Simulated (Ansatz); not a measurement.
# HPbNO4 (P1) in Ansatz: notebook, part 2 of 2

Ansatz 0.2.0.

## Step 3: Band structure, r2SCAN

File input.yaml:

```yaml
crystal:
  lattice:
    - [4.20407, 0.0, 0.0]
    - [2.02172, 3.83952, 0.0]
    - [2.04686, 1.279, 6.28132]
  atoms:
    - { symbol: H, position: [0.89145, 0.68202, 0.62796] }
    - { symbol: Pb, position: [0.14426, 0.92872, 0.88352] }
    - { symbol: "N", position: [0.2567, 0.28861, 0.30171] }
    - { symbol: O, position: [0.83108, 0.65056, 0.78405] }
    - { symbol: O, position: [0.38694, 0.2238, 0.11295] }
    - { symbol: O, position: [0.31104, 0.03576, 0.45856] }
    - { symbol: O, position: [0.07726, 0.60633, 0.32275] }
hamiltonian:
  xc: r2scan
  pseudopotentials: { kind: paw }
kpoints:
  mp_grid: { grid: [7, 7, 5] }
  band_path:
    path:
      - [[0.0, 0.0, 0.5], [0.0, 0.0, 0.0], [0.5, 0.0, 0.0]]
      - [[0.5, 0.0, 0.5], [0.0, 0.0, 0.0], [0.0, 0.5, 0.0]]
      - [[0.0, 0.5, 0.5], [0.0, 0.0, 0.0], [0.5, 0.5, 0.0]]
      - [[0.5, 0.5, 0.5], [0.0, 0.0, 0.0]]
    npoints: 10
scf:
  occupations: { method: fermi_dirac, width: 0.05 }
  n_extra_bands: 17
output:
  forces: true
  stress: true
  eigenvalues: true
  fatbands: false
  write_density: true
  write_potential: true
  elf: true
  volumetric_format: npy
```

Potentials or basis: Ansatz PAW.

Started as:

```sh
$ ansatz run input.yaml --threads 8 --pin off --max-ram 20480MiB --backend cpu --events-out ev --progress --plain --runs-dir out
```

Log:

```text
Warning: RAYON_NUM_THREADS=8 ignored (pool sized by the plan → 8); use --threads N
scf.n_extra_bands = 17 over 22 filled bands (N_el = 44.0): the run solves 39 bands
Engine: ansatz 0.2.0, aarch64-unknown-linux-gnu
Pseudopotentials: kind: paw
Pseudopotential: H, paw, valence charge 1, recommended cutoff 500 eV (meta_gga), H.paw.azcp
Pseudopotential: Pb, paw, valence charge 14, recommended cutoff 500 eV (meta_gga), Pb.paw.azcp
Pseudopotential: N, paw, valence charge 5, recommended cutoff 500 eV (meta_gga), N.paw.azcp
Pseudopotential: O, paw, valence charge 6, recommended cutoff 500 eV (meta_gga), O.paw.azcp
Functional definition: r2SCAN
  parameter k0 = 0.174
  parameter k1 = 0.065
  parameter a1 = 4.9479
  exchange = r2scan_x(k0 = k0, k1 = k1, a1 = a1)
  correlation = r2scan_c
Crystal: 7 atoms, lattice volume = 101.391 Å³
[... 53 lines left out ...]
  E_smearing   = -0.000000  (= −TS)
  E_closure    = -0.000000  (closes the sum)
  Σ components = -14590.953106   (vs F -14590.953106, Δ=0.00e0)
--- Forces (eV/Å), atoms counted from 1 ---
  atom   1  H      0.00118867     0.04425791     0.42806342
  atom   2  Pb    -0.00667475    -0.05878201    -0.03819866
  atom   3  N     -0.00513383     0.03042987     0.01722383
  atom   4  O      0.00624880     0.01013172    -0.36816572
  atom   5  O     -0.01168409     0.21669489     0.50446695
  atom   6  O     -0.02027039     0.42470333    -0.43838732
  atom   7  O      0.03634999    -0.66749130    -0.10520670
  max |Σ_I F_I| component: 2.04e-4 eV/Å
--- Stress (GPa, compression-positive) ---
       -1.850604       0.138893       0.008616
        0.138893      -3.749000       0.044294
        0.008616       0.044291      -4.102786
  P = ⅓ Tr σ = -3.2341 GPa (-32.341 kbar)
--- Band table (eV; the first three rows and the last of 123) ---
  k-point 0: bands = ["-24.2917", "-18.6682", "-18.3520", "-15.8424", "-13.0382", "-13.0190", "-13.0145", "-12.9989", "-12.9826", "-7.9727", "-5.2951", "-5.1521", "-4.9641", "-3.3465", "-0.8288", "0.2020", "0.4527", "0.6481", "0.6795", "1.1933", "1.3933", "1.9532", "6.7446", "7.5443", "8.7715", "9.5049", "9.5575", "12.6777", "13.7891", "14.9760", "15.4426", "16.0740", "16.4152", "16.6019", "17.3382", "18.0365", "18.2335", "19.3169", "19.7051"]
  k-point 1: bands = ["-24.2912", "-18.6709", "-18.3540", "-15.8377", "-13.0400", "-13.0182", "-13.0144", "-12.9989", "-12.9802", "-7.9541", "-5.3171", "-5.1527", "-4.9779", "-3.3061", "-1.1056", "0.4031", "0.4373", "0.6894", "0.7670", "1.2183", "1.3992", "1.9275", "6.7087", "7.3073", "8.7795", "9.5743", "9.9362", "12.5210", "13.5380", "14.7952", "15.4054", "16.1653", "16.4676", "16.6611", "17.3618", "17.9607", "18.1497", "19.4330", "19.7643"]
  k-point 2: bands = ["-24.2904", "-18.6753", "-18.3572", "-15.8301", "-13.0421", "-13.0175", "-13.0143", "-12.9988", "-12.9765", "-7.9230", "-5.3511", "-5.1538", "-5.0033", "-3.2338", "-1.4206", "0.3864", "0.4789", "0.7078", "1.1340", "1.2576", "1.4390", "1.8182", "6.6518", "7.0209", "8.7748", "9.6094", "10.7295", "12.1758", "12.9215", "14.9405", "15.3337", "16.0259", "16.4032", "16.6111", "17.6005", "18.0476", "18.1390", "19.0944", "19.9862"]
  k-point 122: bands = ["-24.2605", "-18.7265", "-18.3650", "-15.8210", "-13.0487", "-13.0345", "-13.0218", "-12.9546", "-12.8250", "-7.7131", "-5.4862", "-5.2813", "-4.9423", "-3.3058", "-2.1555", "-0.1750", "0.1262", "0.3937", "0.9141", "1.2334", "2.0761", "2.7077", "6.1604", "7.8814", "8.8007", "9.5205", "11.5924", "12.2117", "12.9598", "13.8440", "15.2429", "15.9211", "16.9456", "17.2152", "17.7688", "18.1718", "19.1917", "19.6117", "19.7012"]
```

bands.tsv:

```text
[... 95 lines left out ...]
5.785112	-28.719323	-23.095901	-22.779659	-20.270067	-17.465883	-17.446713	-17.442173	-17.426601	-17.410295	-12.400363	-9.722742	-9.579744	-9.391758	-7.774140	-5.256465	-4.225640	-3.975018	-3.779548	-3.748127	-3.234406	-3.034389	-2.474493	2.316887	3.116627	4.343858	5.077218	5.129878	8.250003	9.361464	10.548374	11.014935	11.646290	11.987527	12.174189	12.910558	13.608796	13.805818	14.889216	15.277389
```

Wall time 18 s (8 threads of Arm Neoverse V2, shared host); peak memory 1 GiB.

What came out:

| Quantity | Value |
| --- | --- |
| Free energy | -14590.9531 eV |
| Pressure | -3.2 GPa |
| Largest force | 0.677 eV/Å |
| Band gap on the k mesh | 3.15 eV, indirect (least direct gap 3.18 eV) |
| Band gap along the path | 3.42 eV, direct |

Forces on the atoms (eV/Å):
```
H    0.001  0.044  0.428
Pb  -0.007 -0.059 -0.038
N   -0.005  0.030  0.017
O    0.006  0.010 -0.368
O   -0.012  0.217  0.504
O   -0.020  0.425 -0.438
O    0.036 -0.667 -0.105
```

Stress tensor (GPa, compression positive):
```
-1.85  0.14  0.01
 0.14 -3.75  0.04
 0.01  0.04 -4.10
```

Levels at the corners of the path, in eV from the valence-band top:
```tsv
point	band 19	band 20	band 21	band 22	band 23	band 24	band 25	band 26
X	-1.50	-1.44	-1.23	-0.93	3.94	4.28	6.07	6.91
Γ	-2.02	-1.51	-1.31	-0.75	4.04	4.84	6.07	6.80
Y	-1.88	-1.44	-0.68	-0.12	3.57	5.05	6.07	7.17
L	-1.90	-1.58	-0.59	-0.13	3.71	4.62	5.91	7.16
Γ	-2.02	-1.51	-1.31	-0.75	4.04	4.84	6.07	6.80
Z	-1.50	-1.36	-0.63	0.00	3.42	4.57	5.76	7.67
N	-1.86	-1.40	-0.43	-0.10	3.44	4.39	6.11	7.44
Γ	-2.02	-1.51	-1.31	-0.75	4.04	4.84	6.07	6.80
M	-1.79	-1.61	-0.63	-0.18	3.68	4.65	6.01	7.05
R	-1.81	-1.51	-0.74	-0.15	3.49	5.12	6.15	7.06
Γ	-2.02	-1.51	-1.31	-0.75	4.04	4.84	6.07	6.80
```

Caveat: spin-orbit coupling is left out, which as a rule narrows the gap of such compounds by several tenths of an eV; the PAW data sets come from PBE, with cores solved anew for the run's functional, which leaves a small shift of forces and pressure. r2SCAN opens gaps a little over a GGA but as a rule still falls short of measured ones.
